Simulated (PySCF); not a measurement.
# SiEt(NMe2)3: geometry, NMR shifts and electronic excitations

Aim: predict the NMR shifts and electronic excitations of SiEt(NMe2)3 (`CC[Si](N(C)C)(N(C)C)N(C)C`).

Computed with PySCF 2.14.0, with density-fitted response routines of our own, on a single molecule in the gas phase. Atoms are numbered from 0 throughout.

**1. Starting geometry**

35 atoms, charge 0, multiplicity 1; geometry from: GFN2-xTB. The atoms were then displaced at random by about 0.03 Å, so the start is not that level's minimum.

Bonds of the start (Å): Si0–C1 1.90, Si0–N8 1.66, Si0–N17 1.85, Si0–N26 1.74, C1–C2 1.48, C1–H3 0.99, C1–H4 1.08, C2–H5 1.11, C2–H6 1.09, C2–H7 1.18, N8–C9 1.42, N8–C10 1.46, C9–H11 1.11, C9–H12 1.14, C9–H13 1.09, C10–H14 1.10, C10–H15 1.12, C10–H16 1.08, N17–C18 1.40, N17–C19 1.44, C18–H20 1.11, C18–H21 1.07, C18–H22 1.11, C19–H23 1.15, C19–H24 1.01, C19–H25 1.12, N26–C27 1.37, N26–C28 1.50, C27–H29 1.13, C27–H30 1.04 and more.

**2. Relaxing the molecule at PBE0-D3(BJ)/def2-SVP**

What the job is given:

```
{"job": {"xc": "PBE0", "basis": "def2-SVP", "d3": "d3bj", "grid": 1, "maxiter": 40, "shake": 0.03, "kind": "geom"}, "charge": 0, "multiplicity": 1}
Si    -0.085980     0.008450     0.196020
C     -0.113190     0.054380     2.091430
C      1.095280    -0.602340     2.637970
H     -0.874530    -0.427060     2.493940
H     -0.137950     1.073200     2.434670
H      1.126130    -0.583600     3.746360
H      1.271420    -1.630950     2.324920
H      2.091620    -0.044920     2.326940
N      1.420680     0.140200    -0.489370
C      2.334080     1.210450    -0.301980
C      2.068960    -1.074240    -0.980010
H      3.140280     0.956820     0.412740
H      1.711190     2.109710     0.010270
H      2.786670     1.495310    -1.250710
H      1.351260    -1.873730    -1.205460
H      2.643300    -0.811830    -1.907590
H      2.818500    -1.409640    -0.272290
N     -0.912120     1.583050    -0.298170
C     -2.070340     2.058540     0.334220
C     -0.727230     2.198890    -1.582690
H     -2.020770     3.165460     0.445380
H     -2.173960     1.544020     1.265100
H     -2.940630     1.933000    -0.340580
H      0.192690     1.725990    -2.087960
H     -1.473970     2.033140    -2.249260
H     -0.493030     3.292650    -1.476910
N     -1.070420    -1.343770    -0.286530
C     -0.986100    -2.565110     0.325320
C     -1.642500    -1.367210    -1.673950
H     -2.041860    -2.964270     0.325570
H     -0.607980    -2.510020     1.294390
H     -0.380340    -3.333990    -0.335010
H     -1.714290    -0.310670    -2.039100
H     -1.061170    -1.981830    -2.327790
H     -2.668810    -1.744850    -1.610640
```

Started as:

```sh
$ OMP_NUM_THREADS=2 python probes_run.py task.json out
```

This one command runs all jobs of the session in turn.

**Question.** This job is followed by: GIAO PBE0/pcSseg-1 NMR shielding, non-relativistic, gas phase; TDDFT B3LYP/def2-SVPD, vertical, gas phase, core orbitals frozen in the response; GIAO KT2/pcSseg-1 NMR shielding, non-relativistic, gas phase. Predict these results of the whole session: point group; rotational constants (main isotopes); ¹³C shifts against TMS (PBE0/pcSseg-1, means over atoms taken as alike); ¹H shifts against TMS (PBE0/pcSseg-1, means over atoms taken as alike); ²⁹Si shifts against TMS (PBE0/pcSseg-1); ¹⁵N shifts against NH3 (PBE0/pcSseg-1, means over atoms taken as alike); surface potential, 1st and 99th percentile; lowest singlet (B3LYP/def2-SVPD); brightest single state of those computed; lowest triplet; range of the shift of N8.

The runs gave:

| quantity | value |
| --- | --- |
| point group | C1 |
| rotational constants (main isotopes) | 0.78, 0.72, 0.65 GHz |
| ¹³C shifts against TMS (PBE0/pcSseg-1, means over atoms taken as alike) | 38.1, 10.3, 7.9 ppm |
| ¹H shifts against TMS (PBE0/pcSseg-1, means over atoms taken as alike) | 2.40, 0.94, 0.61 ppm |
| ²⁹Si shifts against TMS (PBE0/pcSseg-1) | -12.7 ppm |
| ¹⁵N shifts against NH3 (PBE0/pcSseg-1, means over atoms taken as alike) | 29.1 ppm |
| surface potential, 1st and 99th percentile | -0.66 V and 0.47 V |
| lowest singlet (B3LYP/def2-SVPD) | 5.14 eV (241 nm), f = 0.008 |
| brightest single state of those computed | state 9, 5.96 eV, f = 0.032 |
| lowest triplet | 5.08 eV |
| range of the shift of N8 | 29.1 to 39.0 ppm |

In words: The start was shaken at random, so part of the energy gained undoes that. Over 10 steps the energy fell by 1.704 eV; of the close pairs, C1–H3 changed most, 0.987 to 1.104 Å. No frequency check was run at this level, so the end point may be a saddle. The lowest singlet, at 5.14 eV, is HOMO→LUMO 0.95 and is weak; of the 10 states computed, the strongest absorption comes from state 9 at 5.96 eV. The lowest triplet lies 0.06 eV below the lowest singlet (triplets in Tamm-Dancoff, singlets in full TDDFT). States above −ε(HOMO) lie where TDDFT describes them poorly and they hang on the basis; the brightest is among them. In ppm, N8 (with its like atoms) moves most: its shift spreads over 9.9 ppm, from 29.1 (PBE0/pcSseg-1) to 39.0 (KT2/pcSseg-1).
